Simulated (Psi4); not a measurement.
# quartet GeH3: levels of theory compared

We compute a comparison of 5 runs (U-wB97X/def2-TZVPP, UB3LYP/def2-TZVPP, UCAM-B3LYP/def2-TZVPP, UM06-2X/def2-TZVPP, UM06-L/def2-TZVPP) of quartet GeH3. 

Program for the calculation: Psi4 1.11.

3 further runs of the same task are left out: 1 that didn't finish, 2 set aside as unsound or not needed. Runs told in other sessions of the task aren't counted.

## (1) Starting point

GeH3 has 4 atoms, charge 0, and is taken as a quartet. SMILES of the parent species: `[GeH3]`. Geometry: relaxed at PBE0-D4/def2-TZVP. That shape belongs to the parent species and isn't relaxed for this state.

Bond lengths: Ge1–H2 1.539 Å, Ge1–H3 1.539 Å, Ge1–H4 1.539 Å. Angles: H2–Ge1–H3 111.1°, H2–Ge1–H4 111.1°, H3–Ge1–H4 111.1°.

## (2) The energy at U-wB97X/def2-TZVPP (run 1)

geh3.xyz

```xyz
4
GeH3
Ge     0.214600    -0.125900    -0.249400
H      1.055000     0.109600     1.018300
H     -0.882800    -1.175900    -0.000100
H     -0.386800     1.192200    -0.768800
```

run.py

```python
import numpy as np
from ase.calculators.psi4 import Psi4
from ase.io import read

mol = read('geh3.xyz')
calc = Psi4(atoms=mol, method='wb97x', basis='def2-TZVPP', memory='2200MB', num_threads=1, charge=0, multiplicity=4, label='geh3', reference='uks')
calc.psi4.set_options({'puream': True, 'e_convergence': 1e-09, 'd_convergence': 1e-08, 'scf_type': 'pk', 'dft_radial_points': 99, 'dft_spherical_points': 590, 'maxiter': 100})
mol.calc = calc

print(f'energy: {mol.get_potential_energy():.6f} eV')
```

The run is started by

```sh
$ python run.py
```

geh3.dat:

```text
[...]
  Running in c1 symmetry.
[...]
  Nuclear repulsion =   33.632092845179443
[...]
  Multiplicity = 4
[...]
  Nalpha       = 19
  Nbeta        = 16
[...]
    Number of basis functions: 90
[...]
   @UKS iter   1: -2077.00446338495613   -1.73666e+00   3.35229e-02 ADIIS/DIIS
[...]
   @UKS iter  25: -2078.47220353823195   -1.77351e-11   6.27783e-09 DIIS
[...]
   @S^2 Observed:                3.755735480E+00
[...]
    Orbital Energies [Eh]
    ---------------------
    Alpha Occupied:
       1A   -398.572060     2A    -49.827244     3A    -44.350687
       4A    -44.348196     5A    -44.347051     6A     -6.341056
       7A     -4.521600     8A     -4.512960     9A     -4.510920
      10A     -1.353112    11A     -1.348101    12A     -1.347481
      13A     -1.339864    14A     -1.339718    15A     -0.740520
      16A     -0.551499    17A     -0.487182    18A     -0.338656
      19A     -0.140615
    Alpha Virtual:
      20A      0.099388    21A      0.100803    22A      0.205402
      23A      0.235531    24A      0.237896    25A      0.240440
[...]
  @UKS Final Energy: -2078.47220353823195
   => Energetics <=
    Nuclear Repulsion Energy =             33.6320928451794430
    One-Electron Energy =               -2961.9223860068950671
    Two-Electron Energy =                 912.7918361644217384
    DFT Exchange-Correlation Energy =     -62.9737465409382224
    Empirical Dispersion Energy =           0.0000000000000000
    VV10 Nonlocal Energy =                  0.0000000000000000
    Total Energy =                      -2078.4722035382319518
  UHF NO Occupations:
  HONO-2 :   17  A 1.0000000
  HONO-1 :   18  A 1.0000000
[...]
 Multipole Moments:
 ------------------------------------------------------------------------------------
     Multipole            Electronic (a.u.)      Nuclear  (a.u.)        Total (a.u.)
 ------------------------------------------------------------------------------------
 L = 1.  Multiply by 2.5417464519 to convert [e a0] to [Debye]
 Dipole X            :          0.8119056           -0.8784999           -0.0665943
 Dipole Y            :         -0.6549478            0.5153921           -0.1395557
 Dipole Z            :         -1.0517394            1.0209594           -0.0307800
 Magnitude           :                                                    0.1576642
[...]
```

On the terminal:

```text
energy: -56558.109471 eV
```

Run time: 32 s. Hardware: 1 thread of AMD EPYC 7R32 (Zen 2), shared host; peak memory 0.99 GiB.

## (3) The energy at UB3LYP/def2-TZVPP (run 2)

job.json

```json
{
 "schema_name": "qcschema_input",
 "schema_version": 1,
 "molecule": {
  "schema_name": "qcschema_molecule",
  "schema_version": 2,
  "symbols": ["Ge", "H", "H", "H"],
  "geometry": [0.40553523, -0.23791652, -0.4712977, 1.99366106, 0.20711398, 1.92430811, -1.66825022, -2.22212895, -0.00018897, -0.73094607, 2.25293149, -1.45282144],
  "molecular_charge": 0,
  "molecular_multiplicity": 4,
  "fix_symmetry": "c1",
  "fix_com": true,
  "fix_orientation": true
 },
 "driver": "energy",
 "model": {
  "method": "b3lyp",
  "basis": "def2-TZVPP"
 },
 "keywords": {
  "reference": "uks",
  "puream": true,
  "e_convergence": 1e-09,
  "d_convergence": 1e-08,
  "scf_type": "pk",
  "dft_radial_points": 99,
  "dft_spherical_points": 590,
  "maxiter": 100,
  "scf_properties": ["QUADRUPOLE", "WIBERG_LOWDIN_INDICES", "MULLIKEN_CHARGES"]
 }
}
```

The run is started by

```sh
$ psi4 --qcschema job.json -n 1 --memory 2200MB
```

stdout, cut to the lines that bear on the results:

```text
[...]
  Running in c1 symmetry.
[...]
  Nuclear repulsion =   33.632092844370980
[...]
  Multiplicity = 4
[...]
  Nalpha       = 19
  Nbeta        = 16
[...]
    Number of basis functions: 90
[...]
   @UKS iter   1: -2076.92550858768527   -1.42869e+00   3.44464e-02 DIIS/ADIIS
[...]
   @UKS iter  21: -2078.50438999443986   -1.13687e-11   4.92822e-09 DIIS
[...]
   @S^2 Observed:                3.754504703E+00
[...]
  @UKS Final Energy: -2078.50438999443986
   => Energetics <=
    Nuclear Repulsion Energy =             33.6320928443709803
    One-Electron Energy =               -2961.8046914038868636
    Two-Electron Energy =                 914.1210908971916069
    DFT Exchange-Correlation Energy =     -64.4528823321157347
    Empirical Dispersion Energy =           0.0000000000000000
    VV10 Nonlocal Energy =                  0.0000000000000000
    Total Energy =                      -2078.5043899944398618
  UHF NO Occupations:
  HONO-2 :   17  A 1.0000000
  HONO-1 :   18  A 1.0000000
[...]
 Multipole Moments:
 ------------------------------------------------------------------------------------
     Multipole            Electronic (a.u.)      Nuclear  (a.u.)        Total (a.u.)
 ------------------------------------------------------------------------------------
 L = 1.  Multiply by 2.5417464519 to convert [e a0] to [Debye]
 Dipole X            :        -12.6416020           12.5715921           -0.0700099
 Dipole Y            :          7.2009732           -7.3754121           -0.1744389
 Dipole Z            :         14.5610269          -14.6102287           -0.0492018
 Magnitude           :                                                    0.1942965
 L = 2.  Multiply by 1.3450342976 to convert [e a0^2] to [Debye ang]
 Quadrupole XX       :        -29.8014101           12.5547077          -17.2467024
 Quadrupole XY       :         -0.5378271           -0.6142622           -1.1520893
[...]
  Mulliken Charges: (a.u.)
   Center  Symbol    Alpha    Beta     Spin     Total
       1    GE    16.74839 15.20716  1.54123  0.04445
       2     H     0.63988  0.36494  0.27495 -0.00482
       3     H     0.97177  0.06304  0.90873 -0.03481
       4     H     0.63996  0.36487  0.27509 -0.00483
   Total alpha = 19.00000, Total beta = 16.00000, Total charge =  0.00000
  Wiberg Bond Indices using Orthogonal Lowdin Orbitals:
  Total Bond Index:
  Irrep: 1 Size: 4 x 4
[...]
```

The result, in JSON:

```text
{
 "driver": "energy",
 "model": {
  "method": "b3lyp",
  "basis": "def2-TZVPP"
 },
 "success": true,
 "return_result": -2078.50438999444,
 "properties": {
  "calcinfo_nbasis": 90,
  "calcinfo_nmo": 90,
  "calcinfo_nalpha": 19,
  "calcinfo_nbeta": 16,
  "calcinfo_natom": 4,
  "nuclear_repulsion_energy": 33.63209284437098,
  "return_energy": -2078.50438999444,
  "scf_one_electron_energy": -2961.804691403887,
  "scf_two_electron_energy": 914.1210908971916,
  "scf_xc_energy": -64.45288233211573,
  "scf_dipole_moment": [-0.07000986132255882, -0.17443889722758144, -0.049201848733194],
  "scf_total_energy": -2078.50438999444,
  "scf_iterations": 21
 }
}
```

Run time: 26 s. Hardware: 1 thread of AMD EPYC 7R32 (Zen 2), shared host; peak memory 0.89 GiB.

Runs 3 to 4 aren't shown in full; the table further down has their settings and results.

## (4) A single-point energy at UM06-L/def2-TZVPP (run 5)

geh3.xyz is that of step 2.

run_ase.py

```python
import numpy as np
from ase.calculators.psi4 import Psi4
from ase.io import read

atoms = read('geh3.xyz')
calc = Psi4(atoms=atoms, method='m06-l', basis='def2-TZVPP', memory='2200MB', num_threads=1, charge=0, multiplicity=4, label='calc', reference='uks')
calc.psi4.set_options({'puream': True, 'e_convergence': 1e-09, 'd_convergence': 1e-08, 'scf_type': 'pk', 'dft_radial_points': 99, 'dft_spherical_points': 590, 'maxiter': 100})
atoms.calc = calc

print(f'energy: {atoms.get_potential_energy():.6f} eV')
```

The run is started by

```sh
$ python run_ase.py
```

calc.dat:

```text
[...]
  Running in c1 symmetry.
[...]
  Nuclear repulsion =   33.632092845179443
[...]
  Multiplicity = 4
[...]
  Nalpha       = 19
  Nbeta        = 16
[...]
    Number of basis functions: 90
[...]
   @UKS iter   1: -2076.76725978645300   -1.26916e+00   3.48935e-02 ADIIS/DIIS
[...]
   @UKS iter  33: -2078.38223303225959   -5.91172e-12   4.45149e-09 DIIS
[...]
   @S^2 Observed:                3.757217906E+00
[...]
    Orbital Energies [Eh]
    ---------------------
    Alpha Occupied:
       1A   -398.087298     2A    -49.688165     3A    -44.111128
       4A    -44.108249     5A    -44.106953     6A     -6.241977
       7A     -4.371750     8A     -4.361210     9A     -4.359010
      10A     -1.160553    11A     -1.159505    12A     -1.155618
      13A     -1.148083    14A     -1.147362    15A     -0.579626
      16A     -0.418117    17A     -0.365322    18A     -0.226374
      19A     -0.046130
    Alpha Virtual:
      20A     -0.010426    21A      0.013971    22A      0.119223
      23A      0.138612    24A      0.139006    25A      0.150371
[...]
  @UKS Final Energy: -2078.38223303225959
   => Energetics <=
    Nuclear Repulsion Energy =             33.6320928451794430
    One-Electron Energy =               -2962.3415993828971295
    Two-Electron Energy =                 930.3872280526456962
    DFT Exchange-Correlation Energy =     -80.0599545471876013
    Empirical Dispersion Energy =           0.0000000000000000
    VV10 Nonlocal Energy =                  0.0000000000000000
    Total Energy =                      -2078.3822330322595917
  UHF NO Occupations:
  HONO-2 :   17  A 1.0000000
  HONO-1 :   18  A 1.0000000
[...]
 Multipole Moments:
 ------------------------------------------------------------------------------------
     Multipole            Electronic (a.u.)      Nuclear  (a.u.)        Total (a.u.)
 ------------------------------------------------------------------------------------
 L = 1.  Multiply by 2.5417464519 to convert [e a0] to [Debye]
 Dipole X            :          0.9393106           -0.8784999            0.0608107
 Dipole Y            :         -0.6315706            0.5153921           -0.1161785
 Dipole Z            :         -0.9897414            1.0209594            0.0312180
 Magnitude           :                                                    0.1347959
[...]
```

On the terminal:

```text
energy: -56555.661249 eV
```

Run time: 85 s. Hardware: 1 thread of AMD EPYC 7R32 (Zen 2), shared host; peak memory 1.1 GiB.

## (5) Overview of the runs

```csv
run,level,task,energy (Eh),dipole moment (D),HOMO energy (eV),⟨S²⟩,wall time
1,U-wB97X/def2-TZVPP,energy,-2078.472204,0.40,-3.83,3.756,32 s
2,UB3LYP/def2-TZVPP,energy,-2078.504390,0.49,-1.94,3.755,26 s
3,UCAM-B3LYP/def2-TZVPP,gradient,-2078.564287,0.46,-3.09,3.756,43 s
4,UM06-2X/def2-TZVPP,gradient,-2078.439937,0.67,-2.90,3.755,76 s
5,UM06-L/def2-TZVPP,energy,-2078.382233,0.34,-1.26,3.757,85 s
```

## (6) Outcome

| quantity | value |
| --- | --- |
| run 5: total energy | -2078.38223 Eh |
| run 5: dipole moment | 0.34 D |
| run 5: HOMO energy (highest over α and β) | -1.26 eV |
| run 5: ⟨S²⟩ | 3.757 |

What this shows: The dipole moment (its size) runs from 0.34 D (UM06-L/def2-TZVPP) to 0.67 D (UM06-2X/def2-TZVPP). Totals of different functionals can't be ranked against each other. All runs together took 4.4 min, the longest 85 s.
